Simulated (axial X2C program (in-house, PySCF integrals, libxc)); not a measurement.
# A two-component session on WF⁻: properties at the nuclei

Aim: properties at the nuclei of WF⁻, with spin–orbit coupling in the Hamiltonian from the start.

Program: an in-house X2C program for linear molecules on PySCF integrals. Level of theory: two-component X2C with atomic mean-field terms, W dyall-acv3z, F dyall-av3z. These are calculated values, not measurements.

## (1) Set-up

Contents of task.json:

```json
{"zs": [74, 9], "q": -1, "bas": ["dyall-acv3z", "dyall-av3z"], "r0": 2.01, "levels": ["PBE0", "HF", "BHandHLYP", "BP86", "B3LYP"], "nst": 3}
```

Keys: zs atomic numbers; q charge; bas basis sets; r0 starting distance in Å; levels methods (HF also brings MP2); nst determinants followed.

Launch:

```console
$ python soeom.py task.json out
```

Nuclei are Gaussian, cores are contracted, and the Gaunt term is on.

## (2) Expectation values, lowest determinant

R = 1.928 Å. State: Ω = 2 (excess of +ω over −ω: ω = -1/2, ω = 5/2).

Output of the PBE0 run:

```text
two-component X2C + atomic mean field  PBE0
basis functions 248  fitting functions 1207  grid points 5076
iter        total energy     max residual
   1     -16242.216743399     1.26e-05
   2     -16242.216743422     6.87e-06
   3     -16242.216743430     5.44e-06
   4     -16242.216743435     3.26e-06
   5     -16242.216743438     1.03e-06
   6     -16242.216743439     8.09e-07
converged
one-electron -22656.55490133  Coulomb 6584.60606729  exact exchange -83.38735909  xc functional -255.66337078  nuclear repulsion 182.79669215  atomic mean-field constant -14.01387168
```

The highest occupied spinor is 78% W s, 9% W p, 5% F p.

```tsv
level	Eeff magnitude (GV/cm)	Ws magnitude W (kHz)	A∥/gI W (MHz)	qzz W (a.u.)	A∥/gI F (MHz)	qzz F (a.u.)
PBE0	6.89	2.34	289	-0.65	-8.15	0.85
HF	0.679	1.4	1410	-2.32	-3.77	0.71
BHandHLYP	5.7	1.81	154	-1.30	-4.54	0.73
BP86	5.18	1.48	186	0.28	-9.27	0.89
B3LYP	4.62	1.2	111	-0.33	-7.15	0.81
```

Eeff is the effective electric field on the electron dipole moment in this Ω state and Ws the scalar–pseudoscalar constant (defined with the proton number Z and per Ω); A∥ is the parallel hyperfine constant, which follows by multiplying with the nuclear g factor gI = μI/(I μN); qzz is the electric field gradient, eQq0 = 234.96 MHz × Q/barn × qzz. The operators were transformed with the bare-nucleus X2C matrices.

## (3) Expectation values, a higher determinant

R = 1.928 Å. State: Ω = 3 (excess of +ω over −ω: ω = 1/2, ω = 5/2), 0.56 eV above the lowest in the PBE0 search for states (made at or near this distance, with looser thresholds).

Output of the PBE0 run:

```text
two-component X2C + atomic mean field  PBE0
basis functions 248  fitting functions 1207  grid points 5076
iter        total energy     max residual
   1     -16242.196025262     5.24e-06
   2     -16242.196025265     7.77e-06
   3     -16242.196025267     2.34e-06
   4     -16242.196025268     1.83e-06
converged
one-electron -22655.75315107  Coulomb 6583.88732611  exact exchange -83.40869883  xc functional -255.70432195  nuclear repulsion 182.79669215  atomic mean-field constant -14.01387168
```

The highest occupied spinor is 48% W p, 33% W d, 14% W s.

```tsv
level	Eeff magnitude (GV/cm)	Ws magnitude W (kHz)	A∥/gI W (MHz)	qzz W (a.u.)	A∥/gI F (MHz)	qzz F (a.u.)
PBE0	15.5	6.77	1730	-4.62	5.93	0.63
HF	8.62	4.54	1300	-5.56	1.19	0.58
BHandHLYP	23.8	10.1	495	-4.00	17.4	0.36
BP86	17.7	7.41	1890	-3.81	6.37	0.63
B3LYP	12.7	6.17	474	-3.22	20.8	0.37
```

## (4) Expectation values, a higher determinant

R = 1.928 Å. State: Ω = 1 (excess of +ω over −ω: ω = -3/2, ω = 5/2), 0.67 eV above the lowest in the PBE0 search for states (made at or near this distance, with looser thresholds).

Output of the PBE0 run:

```text
two-component X2C + atomic mean field  PBE0
basis functions 248  fitting functions 1207  grid points 5076
iter        total energy     max residual
   1     -16242.192174215     3.13e-05
   2     -16242.192174229     4.27e-05
   3     -16242.192174261     7.91e-06
   4     -16242.192174264     2.16e-06
   5     -16242.192174265     1.89e-06
converged
one-electron -22654.12822784  Coulomb 6582.14206507  exact exchange -83.37113646  xc functional -255.61769550  nuclear repulsion 182.79669215  atomic mean-field constant -14.01387168
```

The highest occupied spinor is 45% W d, 33% W p, 15% W s.

```tsv
level	Eeff magnitude (GV/cm)	Ws magnitude W (kHz)	A∥/gI W (MHz)	qzz W (a.u.)	A∥/gI F (MHz)	qzz F (a.u.)
PBE0	3.3	7.95	-322	-5.24	-44.1	0.33
HF	22.9	18.6	1190	-7.73	-28.8	0.27
BHandHLYP	2.64	7.47	-433	-5.89	-35.9	0.32
BP86	3.35	7.58	-240	-3.81	-52.6	0.34
B3LYP	2.05	6.56	-392	-4.59	-43.4	0.34
```

## (5) What came out

| quantity | value |
| --- | --- |
| lowest determinant | Ω = 2 (excess of +ω over −ω: ω = -1/2, ω = 5/2) |
| Eeff magnitude (GV/cm), PBE0 | 6.89 |
| Ws magnitude W (kHz), PBE0 | 2.34 |
| A∥/gI W (MHz), PBE0 | 289 |
| qzz W (a.u.), PBE0 | -0.65 |
| higher determinant | Ω = 3 (excess of +ω over −ω: ω = 1/2, ω = 5/2) |
| Eeff magnitude (GV/cm), PBE0, higher determinant | 15.5 |
| Ws magnitude W (kHz), PBE0, higher determinant | 6.77 |
| A∥/gI W (MHz), PBE0, higher determinant | 1730 |
| qzz W (a.u.), PBE0, higher determinant | -4.62 |
| higher determinant | Ω = 1 (excess of +ω over −ω: ω = -3/2, ω = 5/2) |
| Eeff magnitude (GV/cm), PBE0, higher determinant | 3.3 |
| Ws magnitude W (kHz), PBE0, higher determinant | 7.95 |
| A∥/gI W (MHz), PBE0, higher determinant | -322 |
| qzz W (a.u.), PBE0, higher determinant | -5.24 |

**Reading.** In the first state, the effective field runs from 0.679 to 6.89 GV/cm over the mean-field levels, so the levels don't agree on it. The expectation values come from single determinants, which for open shells can mix terms of unlike spin or miss the lowest Ω, so a determinant need not be a state. Eeff is the effective electric field on the electron dipole moment in this Ω state and Ws the scalar–pseudoscalar constant (defined with the proton number Z and per Ω); A∥ is the parallel hyperfine constant, which follows by multiplying with the nuclear g factor gI = μI/(I μN); qzz is the electric field gradient, eQq0 = 234.96 MHz × Q/barn × qzz. The operators were transformed with the bare-nucleus X2C matrices.
